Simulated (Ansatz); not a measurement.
Predict the output of the script below (the Python package of Ansatz (0.2.0)).

Contents of `c2h8alfsi.xyz`:
```text
13

C    -1.63160   -1.18330    0.98350
Al    0.30620   -1.14840    0.98820
Si    1.45230    0.38810   -0.37870
C     0.33690    1.44620   -1.31220
F    -0.51650    2.14060   -0.43680
H    -2.04700   -0.12780    1.29680
H    -2.01240   -1.34290   -0.05330
H    -2.02120   -1.90220    1.65530
H     1.10660   -2.16270    1.95390
H     2.32700    1.25070    0.50260
H     2.32260   -0.34980   -1.29280
H     0.83110    2.14900   -1.94830
H    -0.43360    0.80770   -1.94340
```

`opt_c2h8alfsi.py`
```python
"""Geometry optimisation of C2H8AlFSi."""

from dataclasses import dataclass
import itertools

import ansatz as az
from ase.data import atomic_numbers, covalent_radii
import numpy as np


@dataclass
class Settings:
    basis: str = "cc-pVDZ"
    xc: str = "PBE0"


settings = Settings()

mol = az.Crystal.molecule_from_extxyz("c2h8alfsi.xyz")

calculation = (
    mol.calculation()
    .basis(gaussian=settings.basis)  # the orbital basis, by name
    .functional(settings.xc)
)
symbols = [site.symbol for site in mol.cartesian_sites]
start = np.array([site.position_ang for site in mol.cartesian_sites], dtype=float)
def progress(event):
    if event["event"] == "relax_step":
        row = event["data"]
        print(f"step {row['step']:3d}  E = {row['lagrangian_ev']:.6f} eV  largest force component {row['allowed_force_max_ev_ang']:.4f} eV/A")


r = calculation.relax(force_tolerance=0.005).session().plan().execute(on_event=progress).report
end = np.array(r["positions_ang"])

print("reference energy %16.6f eV" % r["reference_energy_ev"])
print("total energy     %16.6f eV" % r["free_energy_ev"])
print("occupied orbitals outside the frozen core (up, down):", r["n_occupied"], " frozen:", r["n_frozen"], " virtual:", r["n_virtual"])

# pairs closer than 1.2 times the sum of covalent radii, before or after
radius = [covalent_radii[atomic_numbers[s]] for s in symbols]
span = lambda where, i, j: np.linalg.norm(where[i] - where[j])
bonded = [(i, j) for i, j in itertools.combinations(range(len(symbols)), 2) if min(span(start, i, j), span(end, i, j)) < 1.2 * (radius[i] + radius[j])]
print("pair        before    after (A)")
for i, j in bonded:
    print(f"{symbols[i]}{i}-{symbols[j]}{j}".ljust(10), f"{span(start, i, j):8.4f} {span(end, i, j):8.4f}")
with open("c2h8alfsi_opt.xyz", "w") as handle:
    handle.write(f"{len(symbols)}\nrelaxed C2H8AlFSi\n")
    handle.writelines(f"{s:2s} {x:11.6f} {y:11.6f} {z:11.6f}\n" for s, (x, y, z) in zip(symbols, end))
```

```console
$ python opt_c2h8alfsi.py
step   1  E = -19383.120672 eV  largest force component 3.9284 eV/A
step   2  E = -19383.560716 eV  largest force component 1.4032 eV/A
step   3  E = -19383.624126 eV  largest force component 0.2692 eV/A
step   4  E = -19383.632717 eV  largest force component 0.1431 eV/A
step   5  E = -19383.636384 eV  largest force component 0.0724 eV/A
step   6  E = -19383.638656 eV  largest force component 0.1897 eV/A
step   7  E = -19383.641481 eV  largest force component 0.1247 eV/A
step   8  E = -19383.644386 eV  largest force component 0.1654 eV/A
step   9  E = -19383.645063 eV  largest force component 0.2447 eV/A
step  10  E = -19383.647984 eV  largest force component 0.1097 eV/A
[... 29 cycles left out ...]
step  40  E = -19383.943631 eV  largest force component 0.1137 eV/A
step  41  E = -19383.945071 eV  largest force component 0.0886 eV/A
step  42  E = -19383.946428 eV  largest force component 0.0443 eV/A
step  43  E = -19383.946912 eV  largest force component 0.0940 eV/A
step  44  E = -19383.947529 eV  largest force component 0.0696 eV/A
step  45  E = -19383.947984 eV  largest force component 0.0190 eV/A
step  46  E = -19383.948157 eV  largest force component 0.0144 eV/A
step  47  E = -19383.948269 eV  largest force component 0.0197 eV/A
step  48  E = -19383.948304 eV  largest force component 0.0099 eV/A
step  49  E = -19383.948314 eV  largest force component 0.0015 eV/A
reference energy    -19383.948350 eV
total energy        -19383.948350 eV
occupied orbitals outside the frozen core (up, down): [28, 28]  frozen: 0  virtual: [90, 90]
pair        before    after (A)
C0-Al1       1.9381   1.9684
C0-H5        1.1768   1.1032
C0-H6        1.1160   1.1019
C0-H7        1.0583   1.1046
Al1-Si2      2.3543   2.4718
Al1-F4       3.6776   2.0944
Al1-H8       1.6131   1.6014
Si2-C3       1.7986   1.9422
Si2-H9       1.5119   1.5023
Si2-H10      1.4620   1.5031
C3-F4        1.4060   1.4832
C3-H11       1.0690   1.0983
C3-H12       1.1831   1.0983
```

File `c2h8alfsi_opt.xyz` afterwards:
```text
13
relaxed C2H8AlFSi
C    -1.662599   -1.471389    0.784679
Al   -0.082094   -0.337681    1.086877
Si    1.616545   -0.043018   -0.684411
C     0.569641    1.569105   -0.962205
F    -0.497443    1.439700    0.059856
H    -2.553586   -1.064609    1.292423
H    -1.904174   -1.598153   -0.282956
H    -1.488570   -2.479421    1.201531
H     0.299641    0.204638    2.544507
H     3.033767    0.378388   -0.418308
H     1.612337   -0.810652   -1.976686
H     1.055962    2.523755   -0.720732
H     0.020973    1.654537   -1.909774
```

What to keep in mind:
- Total energies depend on the basis set; only differences at equal settings carry meaning.
- The end point is the stationary point reached from this start; no frequency run checks that it is a minimum, and the basis set is modest.
- The bonding changed during the relaxation, so the end is another isomer than the start names.
- Run time: 5 min on 1 thread of AMD EPYC 7B13 (Zen 3), on a shared host, peak memory 0.36 GiB.
